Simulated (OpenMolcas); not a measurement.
# W³⁺ among point charges: CASSCF levels and susceptibility

Aim: the splitting of the states of W³⁺ in the field of 5 point charges, its lowest levels with spin-orbit coupling and its magnetic susceptibility.

The numbers are computed with OpenMolcas 26.06 (state-averaged CASSCF, spin-orbit coupling by RASSI with atomic mean-field integrals), except any that are marked as measured or tabulated.

1 further run of the same task is left out (it didn't finish).

**1. Starting point**

- Species: W³⁺ (tungsten, Z = 74, 71 electrons)
- Basis: ANO-RCC-VTZP [8s7p5d3f2g1h], 104 functions
- Scalar Hamiltonian: DKH2, point nucleus
- Inactive shells: 1s 2s 2p 3s 3p 3d 4s 4p 4d 4f 5s 5p
- Active space: 3 electrons in 5 orbitals (5d)
- Some configurations of this space: 5d³
- Orbitals: optimised for each spin and parity, averaged over all roots

The outer shells:

5d3
```
5d [↑ ][↑ ][↑ ][  ][  ]
```

The ion sits among 5 point charges of -1.5 e arranged as a trigonal bipyramid (D3h), 1.9 Å from the ion, with the axial distance 1.710 Å. The active orbitals were held to one l.

The work runs as a chain of OpenMolcas steps in one folder; each step below is one input file. Labels, J, g values, rates, χT and fits are worked out afterwards by a script from the matrices that RASSI stores.

**2. GATEWAY and SEWARD: basis and integrals**

File a.inp:

```
&GATEWAY
Coord
1

W 0.0 0.0 0.0
Basis=ANO-RCC-VTZP
Group=NoSym
NoMove
AngMom=0.0 0.0 0.0
AMFI
XField
5 Angstrom 0
1.900000 0.000000 0.000000 -1.500000
-0.950000 1.645448 0.000000 -1.500000
-0.950000 -1.645448 0.000000 -1.500000
0.000000 0.000000 1.710000 -1.500000
0.000000 0.000000 -1.710000 -1.500000
&SEWARD
```

Command:

```bash
OMP_NUM_THREADS=1 MOLCAS_MEM=1689 MOLCAS_PROJECT=a pymolcas a.inp > a.log
```

What it wrote:

```text
Basis set label: W.ANO-RCC...8S7P5D3F2G1H.

      Electronic valence basis set:
      ------------------
      Associated Effective Charge  74.000000 au
      Associated Actual Charge     74.000000 au
      Nuclear Model: Point charge

      Shell  nPrim  nBasis  Cartesian Spherical Contaminant
         s      24       8        X
         p      21       7        X
         d      15       5                 X
         f      11       3                 X
         g       4       2                 X
         h       2       1                 X
                  Relativistic Douglas-Kroll-Hess integrals:
                    - DKH order of Hamiltonian: 2
                    - DKH order of Properties : 0
                  Atomic mean-field integrals
```

**3. CASSCF: quartets, 10 roots**

File a.inp:

```
&RASSCF
FileOrb=start.orb
Symmetry=1
Spin=4
nActEl=3 0 0
Inactive=34
Ras2=5
CIRoot=10 10 1
SDav=10
CIMx=300
Iter=120 100
PrWF=0.3
OrbListing=Nothing
MaxOrb=0
SupSym
1
25 10 11 12 13 14 19 20 21 22 23 35 36 37 38 39 52 53 54 55 56 57 58 59
60 61
>>> COPY $Project.JobIph JOB001
```

start.orb holds the contracted functions of the basis, ordered by shell, or the orbitals of the step before.

What it wrote (excerpt; [...] marks lines left out):

```text
[...]
      Number of active orbitals                  5
[...]
      Spin quantum number                      1.5
[...]
      Active orbitals                            5
[...]
      Number of CSFs                            10
      Number of root(s) required                10
[...]
      Convergence after 10 iterations
[...]
      Natural orbitals and occupation numbers for root  1
      sym 1:   0.000000   1.000000   0.000000   1.000000   1.000000
      Natural orbitals and occupation numbers for root  2
      sym 1:  -0.000000   1.000000  -0.000000   1.000000   1.000000
      Natural orbitals and occupation numbers for root  3
      sym 1:   1.000000   0.977121   0.022879   0.022879   0.977121
::    RASSCF root number  1 Total energy: -16132.32644981
::    RASSCF root number  2 Total energy: -16132.32644979
::    RASSCF root number  3 Total energy: -16132.30416754
[...]
::    RASSCF root number  7 Total energy: -16132.21436896
::    RASSCF root number  8 Total energy: -16132.19000369
::    RASSCF root number  9 Total energy: -16132.19000368
::    RASSCF root number 10 Total energy: -16132.16417211
```

**4. Reference wave functions, doublets, 40 roots**

File a.inp:

```
&RASSCF
FileOrb=start.orb
Symmetry=1
Spin=2
nActEl=3 0 0
Inactive=34
Ras2=5
CIRoot=40 40 1
SDav=40
CIMx=300
Iter=120 100
PrWF=0.3
OrbListing=Nothing
MaxOrb=0
SupSym
1
25 10 11 12 13 14 19 20 21 22 23 35 36 37 38 39 52 53 54 55 56 57 58 59
60 61
>>> COPY $Project.JobIph JOB002
```

What it wrote (excerpt; [...] marks lines left out):

```text
[...]
      Number of active orbitals                  5
[...]
      Spin quantum number                      0.5
[...]
      Active orbitals                            5
[...]
      Number of CSFs                            40
      Number of root(s) required                40
[...]
      Convergence after 10 iterations
[...]
      Natural orbitals and occupation numbers for root  1
      sym 1:   0.995810   0.995810   0.004190   0.502094   0.502096
      Natural orbitals and occupation numbers for root  2
      sym 1:   0.995810   0.995810   0.004190   0.502094   0.502096
      Natural orbitals and occupation numbers for root  3
      sym 1:   0.950050   0.950050   0.004184   0.084465   1.011252
::    RASSCF root number  1 Total energy: -16132.27089657
::    RASSCF root number  2 Total energy: -16132.27089657
::    RASSCF root number  3 Total energy: -16132.26766509
[...]
::    RASSCF root number 27 Total energy: -16132.14895747
::    RASSCF root number 28 Total energy: -16132.14216743
::    RASSCF root number 29 Total energy: -16132.12612746
::    RASSCF root number 30 Total energy: -16132.12612745
```

**5. RASSI: spin-orbit coupling between the states**

File a.inp:

```
&RASSI
NrOfJobIphs=2 10 40
1 2 3 4 5 6 7 8 9 10
1 2 3 4 5 6 7 8 9 10 11 12 13 14 15 16 17 18 19 20 21 22 23 24 25 26 27
28 29 30 31 32 33 34 35 36 37 38 39 40
IphNames
JOB001
JOB002
EJob
SpinOrbit
DIPRint=1.0
SOCoupling=1000.0
Subsets=2
Property=9
'ANGMOM' 1 'ANGMOM' 2 'ANGMOM' 3 'MLTPL  1' 1 'MLTPL  1' 2 'MLTPL  1' 3
'AMFI' 1 'AMFI' 2 'AMFI' 3
SOProperty=3
'ANGMOM' 1 'ANGMOM' 2 'ANGMOM' 3
```

Command:

```bash
OMP_NUM_THREADS=1 MOLCAS_MEM=1689 MOLCAS_PROJECT=a pymolcas a.inp > a.log
```

What it wrote:

```text
SPIN-FREE ENERGIES:
  (Shifted by EMIN (a.u.) =     -16132.3264498143)

 SF State       Relative EMIN(au)   Rel lowest level(eV)    D:o, cm**(-1)      L_eff

     1             0.0000000000        0.0000000000              0.0000         3.0
     2             0.0000000204        0.0000005562              0.0045         3.0
     3             0.0222822773        0.6063316538           4890.3946         2.4
     4             0.0222822791        0.6063317019           4890.3950         2.4
    11             0.0555532457        1.5116808253          12192.5281         4.3
    12             0.0555532457        1.5116808253          12192.5281         4.3
    13             0.0587847267        1.5996139037          12901.7562         3.8
    14             0.0587847464        1.5996144405          12901.7606         3.8
    15             0.0611335400        1.6635283691          13417.2612         3.9
    16             0.0611335400        1.6635283691          13417.2612         3.9
    17             0.0665695875        1.8114507574          14610.3357         3.2
    18             0.0670922575        1.8256733322          14725.0485         5.0
    19             0.0670922575        1.8256733322          14725.0485         5.0
    20             0.0722743705        1.9666858103          15862.3908         2.9
    21             0.0786603181        2.1404562981          17263.9443         4.0
    22             0.0786603181        2.1404562981          17263.9443         4.0
    23             0.0788381831        2.1452962508          17302.9812         2.1
    24             0.0788381831        2.1452962508          17302.9812         2.1
    25             0.0833084060        2.2669372129          18284.0817         3.7
    26             0.0833084154        2.2669374681          18284.0838         3.7
     5             0.1118687714        3.0441043471          24552.3574         3.0
     6             0.1120808525        3.0498753694          24598.9038         3.0
     7             0.1120808525        3.0498753694          24598.9038         3.0
    27             0.1293547195        3.5199212346          28390.0794         2.7
    28             0.1293547201        3.5199212519          28390.0795         2.7
     8             0.1364461286        3.7128883080          29946.4638         1.9
     9             0.1364461309        3.7128883691          29946.4643         1.9
    29             0.1537168378        4.1828482455          33736.9463         2.9
    30             0.1537168511        4.1828486080          33736.9492         2.9
    10             0.1622777066        4.4158013532          35615.8398         1.0
    31             0.1746964481        4.7537325247          38341.4385         4.6
    32             0.1746964481        4.7537325247          38341.4385         4.6
    33             0.1750127610        4.7623398377          38410.8612         4.6
    34             0.1750127610        4.7623398377          38410.8612         4.6
    35             0.1774336968        4.8282168558          38942.1952         3.6
    36             0.1774336988        4.8282169100          38942.1956         3.6
    37             0.1774923400        4.8298126189          38955.0659         2.9
    38             0.1842823882        5.0145792448          40445.3092         3.9
    39             0.2003223583        5.4510490648          43965.6757         2.9
    40             0.2003223596        5.4510491010          43965.6760         2.9
Eigenvalues of complex Hamiltonian:
   -----------------------------------
  (Shifted by EMIN (a.u.) =     -16132.3264498143)

 SO State       Relative EMIN(au)   Rel lowest level(eV)    D:o, cm**(-1)     J-value

     1            -0.0198260484        0.0000000000              0.0000         2.1
     2            -0.0198260484        0.0000000000              0.0000         2.1
     3            -0.0134780836        0.1727369221           1393.2172         2.2
     4            -0.0134780836        0.1727369221           1393.2172         2.2
     5            -0.0029834050        0.4583116740           3696.5329         2.4
     6            -0.0029834050        0.4583116740           3696.5329         2.4
     7             0.0081659326        0.7617006066           6143.5297         2.5
     8             0.0081659326        0.7617006066           6143.5297         2.5
     9             0.0109437644        0.8372892618           6753.1933         2.5
    10             0.0109437644        0.8372892618           6753.1933         2.5
    11             0.0141634295        0.9249008103           7459.8281         2.8
    12             0.0141634295        0.9249008103           7459.8281         2.8
    13             0.0179589926        1.0281833461           8292.8580         2.9
    14             0.0179589926        1.0281833461           8292.8580         2.9
    15             0.0246312614        1.2097450283           9757.2517         2.8
    16             0.0246312614        1.2097450283           9757.2517         2.8
    17             0.0410021954        1.6552208380          13350.2564         2.3
    18             0.0410021954        1.6552208380          13350.2564         2.3
    19             0.0472382752        1.8249132131          14718.9177         3.6
    20             0.0472382752        1.8249132131          14718.9177         3.6
    21             0.0487482760        1.8660024278          15050.3246         2.2
    22             0.0487482760        1.8660024278          15050.3246         2.2
    23             0.0491205041        1.8761312716          15132.0192         2.8
    24             0.0491205041        1.8761312716          15132.0192         2.8
    25             0.0554730808        2.0489936877          16526.2486         3.3
    26             0.0554730808        2.0489936877          16526.2486         3.3
    27             0.0557169426        2.0556295065          16579.7701         2.7
    28             0.0557169426        2.0556295065          16579.7701         2.7
    29             0.0654951184        2.3217072250          18725.8316         2.5
    30             0.0654951184        2.3217072250          18725.8316         2.5
    31             0.0727121777        2.5180934140          20309.7931         1.9
    32             0.0727121777        2.5180934140          20309.7931         1.9
    33             0.0735591378        2.5411403717          20495.6793         2.7
    34             0.0735591378        2.5411403717          20495.6793         2.7
    35             0.0743688983        2.5631750763          20673.4012         1.8
    36             0.0743688983        2.5631750763          20673.4012         1.8
    37             0.0770686544        2.6366391826          21265.9292         3.8
    38             0.0770686544        2.6366391826          21265.9292         3.8
    39             0.0798629458        2.7126757252          21879.2052         3.9
    40             0.0798629458        2.7126757252          21879.2052         3.9
    41             0.0811977839        2.7489985204          22172.1684         3.0
Weights of the five most important spin-orbit-free states for each spin-orbit state.

 SO State  Total energy (au)           Spin-free states, spin, and weights
 -------------------------------------------------------------------------------------------------------
    1        -0.019826       1 1.5  0.4220    2 1.5  0.4220    3 1.5  0.0492    4 1.5  0.0492   24 0.5  0.0174
    2        -0.019826       1 1.5  0.4220    2 1.5  0.4220    3 1.5  0.0492    4 1.5  0.0492   24 0.5  0.0174
    3        -0.013478       1 1.5  0.4250    2 1.5  0.4250    3 1.5  0.0372    4 1.5  0.0372   14 0.5  0.0148
    4        -0.013478       1 1.5  0.4250    2 1.5  0.4250    3 1.5  0.0372    4 1.5  0.0372   14 0.5  0.0148
    5        -0.002983       2 1.5  0.4495    1 1.5  0.4495    3 1.5  0.0259    4 1.5  0.0259   13 0.5  0.0119
    6        -0.002983       2 1.5  0.4495    1 1.5  0.4495    3 1.5  0.0259    4 1.5  0.0259   13 0.5  0.0119
    7         0.008166       2 1.5  0.4741    1 1.5  0.4741   22 0.5  0.0212   21 0.5  0.0212    6 1.5  0.0029
    8         0.008166       2 1.5  0.4741    1 1.5  0.4741   22 0.5  0.0212   21 0.5  0.0212    7 1.5  0.0029
    9         0.010944       3 1.5  0.4123    4 1.5  0.4123   17 0.5  0.0504    2 1.5  0.0302    1 1.5  0.0302
   10         0.010944       3 1.5  0.4123    4 1.5  0.4123   17 0.5  0.0504    2 1.5  0.0302    1 1.5  0.0302
   11         0.014163       3 1.5  0.4154    4 1.5  0.4154    2 1.5  0.0346    1 1.5  0.0346   24 0.5  0.0234
   12         0.014163       3 1.5  0.4154    4 1.5  0.4154    2 1.5  0.0346    1 1.5  0.0346   24 0.5  0.0234
```

These steps: 22 s of run time, 1 thread of Arm Neoverse V1, shared host.

States without spin-orbit coupling:

| state | degeneracy | E (cm-1) | free-ion L (%) |
| --- | --- | --- | --- |
| 4E | 2 | 0 | F (100) |
| 4E | 2 | 4890 | F (61) |
| 2E | 2 | 12193 | G (66) |
| 2E | 2 | 12902 | G (65) |
| 2E | 2 | 13417 | G (46) |
| 2A1 | 1 | 14610 | G (57) |
| 2E | 2 | 14725 | H (100) |
| 2A2 | 1 | 15862 | P (57) |
| doublet | 2 | 17264 | G (48) |
| 2E | 2 | 17303 | D (49) |
| 2E | 2 | 18284 | H (42) |
| 4A2 | 1 | 24552 | F (100) |
| quartet | 2 | 24599 | F (100) |
| 2E | 2 | 28390 | F (40) |
| 4E | 2 | 29946 | P (61) |
| 2E | 2 | 33737 | D (59) |
| 4A2 | 1 | 35616 | P (100) |
| doublet | 2 | 38341 | H (61) |
| 2E | 2 | 38411 | H (66) |
| 2E | 2 | 38942 | G (39) |
| 2A1 | 1 | 38955 | D (58) |
| 2A2 | 1 | 40445 | H (65) |
| 2E | 2 | 43966 | D (46) |
| doublet | 2 | 45508 | F (72) |

With spin-orbit coupling:

| E (cm-1) | Degeneracy | Label | 2S+1 | g |
| --- | --- | --- | --- | --- |
| 0.0 | 2 | E1/2 | 4 | 0.21 0.21 1.68 |
| 1393 | 2 | E3/2 | 4 | 0.00 0.00 2.17 |
| 3697 | 2 | E1/2 | 4 | 0.00 0.00 6.08 |
| 6144 | 2 | E1/2 | 4 | 0.00 0.00 9.90 |
| 6753 | 2 | E1/2 | 4 | 2.28 3.39 3.39 |
| 7460 | 2 | E1/2 | 4 | 1.46 3.91 3.91 |
| 8293 | 2 | E3/2 | 4 | 0.00 0.00 3.78 |
| 9757 | 2 | E1/2 | 4 | 0.00 0.00 7.64 |
| 13350 | 2 | E1/2 | 2 | 0.00 0.00 6.05 |
| 14719 | 2 | E3/2 | 2 | 0.00 0.00 3.81 |
| 15050 | 2 | E3/2 | 2 | 0.00 0.00 8.90 |
| 15132 | 2 | E1/2 | 2 | 0.18 0.18 1.57 |
| 16526 | 2 | E1/2 | 2 | 0.00 0.00 6.01 |
| 16580 | 2 | E3/2 | 2 | 0.00 0.00 2.13 |
| 18726 | 2 | E1/2 | 2 | 0.08 0.99 0.99 |
| 20310 | 2 | E1/2 | 2 | 0.00 0.00 12.00 |
| 20496 | 2 | E1/2 | 2 | 0.00 0.00 8.03 |
| 20673 | 2 | E3/2 | 2 | 0.00 0.00 9.25 |
| 21266 | 2 | E1/2 | 2 | 0.45 0.48 0.48 |
| 21879 | 2 | E3/2 | 2 | 0.00 0.00 2.09 |
| 22172 | 2 | E1/2 | 2 | 0.20 0.20 1.97 |
| 22690 | 2 | E1/2 | 2 | 0.00 0.00 4.68 |
| 24149 | 2 | E1/2 | 2 | 0.00 0.00 5.50 |
| 24764 | 2 | E3/2 | 2 | 0.00 0.00 3.00 |

The table of states holds 24 of 29 computed; the rest, higher up, is left out. Labels of spin-orbit levels are those of the rotation subgroup (D3 for D3h). Principal g values are given for doublets only; a zero marks a field direction without first-order Zeeman splitting.

Powder χT (cm³ K/mol): 0.09 at 2 K, 0.09 at 5 K, 0.09 at 10 K, 0.10 at 20 K, 0.11 at 50 K, 0.13 at 100 K, 0.15 at 150 K, 0.17 at 200 K, 0.18 at 250 K, 0.20 at 300 K.

Orbitals of the lowest block (energies include the constant potential of the surroundings):

```
shell     space  energy (hartree)  mean occupation  ⟨r²⟩ (bohr²)
   1s  inactive        -2562.5479            2.000      0.000431
   2s  inactive         -446.8918            2.000       0.00704
   2p  inactive         -392.2314            6.000       0.00582
   3s  inactive         -104.3931            2.000        0.0460
   3p  inactive          -87.8041            6.000        0.0466
   3d  inactive          -67.9306           10.000        0.0390
   4s  inactive          -21.8754            2.000         0.229
   4p  inactive          -16.3046            6.000         0.259
   4d  inactive           -8.9543           10.000         0.304
   4f  inactive           -0.7722           14.000         0.448
   5s  inactive           -2.3584            2.000          1.31
   5p  inactive           -0.8482            6.000          1.73
   5d      RAS2                              3.000          4.04
```

**6. Summary of results**

| quantity | value |
| --- | --- |
| method | CASSCF |
| spin-free ground state | 4E, 2-fold in its orbital part |
| first state of the same spin within the active space | 4E at 4890 cm⁻¹ |
| lowest level | 2-fold E1/2, g = 0.21, 0.21, 1.68 |
| next level | 1393.2 cm⁻¹ |
| χT at 300 K | 0.20 cm³ K/mol |
| effective moment at 300 K | 1.27 μB |

The spin-free ground state (4E) comes to 100 % from free-ion F terms and keeps the highest spin of the shell. χT at 300 K is 0.20, against 1.88 cm³ K/mol for the spin alone, so spin-orbit coupling lowers it. The field of point charges can differ much from that of real complexes. This is an electrostatic model: the charges have no orbitals.
